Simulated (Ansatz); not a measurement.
CH3NO2Si, SMILES N#C[SiH](O)O, harmonic frequencies at the relaxed geometry

Computed with the Ansatz DFT code, driven from Python.

At the Python prompt:
```pycon
>>> import ansatz as az
>>> from ase import Atoms
>>> import numpy as np
>>> atoms = Atoms(['N', 'C', 'Si', 'O', 'O', 'H', 'H', 'H'], positions=[
...     (2.7757, 0.4014, -0.4842),
...     (1.6773, 0.1974, -0.1632),
...     (-0.1241, -0.0886, 0.3381),
...     (-0.6486, -1.6513, 0.1393),
...     (-1.195, 0.8662, -0.504),
...     (-0.2999, 0.2609, 1.7652),
...     (-1.1183, -1.8081, -0.6943),
...     (-1.0672, 1.8221, -0.3969),
... ])
>>> geometry = az.Crystal.molecule_from_ase(atoms)
>>> setup = (
...     geometry.calculation()
...     .basis(gaussian='def2-SVP')
...     .functional('pbe0', dispersion='d4')
... )
>>> symbols = [site.symbol for site in geometry.cartesian_sites]
>>> start = np.array([site.position_ang for site in geometry.cartesian_sites], dtype=float)
>>> r = setup.relax(force_tolerance=0.003).run(threads=1, backend='cpu').report

>>> end = np.array(r['positions_ang'])
>>> print('final positions (A) and the move of each atom')
final positions (A) and the move of each atom
>>> for symbol, xyz, old in zip(symbols, end, start):
...     print(f'{symbol:2s} {xyz[0]:10.5f} {xyz[1]:10.5f} {xyz[2]:10.5f}   {np.linalg.norm(xyz - old):7.4f}')
...
N     2.55049    0.43310   -0.57888    0.2464
C     1.48710    0.22371   -0.16592    0.1920
Si   -0.24895   -0.06890    0.46911    0.1820
O    -0.72300   -1.60647    0.15485    0.0882
O    -1.19831    1.01909   -0.32530    0.2352
H    -0.24432    0.08089    1.93565    0.2541
H    -0.83837   -1.87064   -0.76332    0.2950
H    -0.78474    1.78923   -0.72619    0.4351
>>> minimum = az.Crystal.molecule()
>>> for symbol, place in zip(symbols, end):
...     minimum = minimum.atom(symbol, place.tolist())
...
>>> vibrating = (
...     minimum.calculation()
...     .basis(gaussian='def2-SVP')
...     .functional('pbe0', dispersion='d4')
...     .phonons(temperatures=(200, 600, 100))
... )
>>> vib = vibrating.run(threads=1, backend='cpu').report['vibrations']
>>> sums = vib['harmonic_sums']
>>> modes = [m['omega_inv_cm'] for m in sums['modes_at_gamma'] if m['rigid_motion'] == 'no']
>>> print('frequencies (1/cm):', ' '.join(f'{w:.0f}' for w in modes))
frequencies (1/cm): 84 128 175 248 353 387 418 584 746 780 846 877 909 998 2341 2357 3929 3938
>>> print('imaginary modes:', sum(w < 0 for w in modes), ' zero-point energy:', round(sums['zero_point_energy_ev'], 4), 'eV')
imaginary modes: 0  zero-point energy: 1.2459 eV
>>> print('T (K)   F_vib (eV)   S_vib (meV/K)   C_vib (meV/K)')
T (K)   F_vib (eV)   S_vib (meV/K)   C_vib (meV/K)
>>> for row in zip(sums['temperatures_k'], sums['vibrational_free_energy_ev'], vib['entropy_ev_per_k'], vib['heat_capacity_ev_per_k']):
...     print(f'{row[0]:6.1f} {row[1]:11.4f} {1000 * row[2]:13.4f} {1000 * row[3]:15.4f}')
...
 200.0      1.2107        0.4260          0.5148
 300.0      1.1555        0.6751          0.7188
 400.0      1.0764        0.9033          0.8654
 500.0      0.9756        1.1080          0.9675
 600.0      0.8555        1.2913          1.0421
```

The frequencies are harmonic and unscaled, in a modest basis. The result belongs to the one conformer reached from this start, and soft torsions count as harmonic oscillators. Finished in 3 min on 1 thread of Arm Neoverse V1, with other jobs on the host, peak memory 0.26 GiB.

(Lines on the test bed's own set-up are left out of the output.)
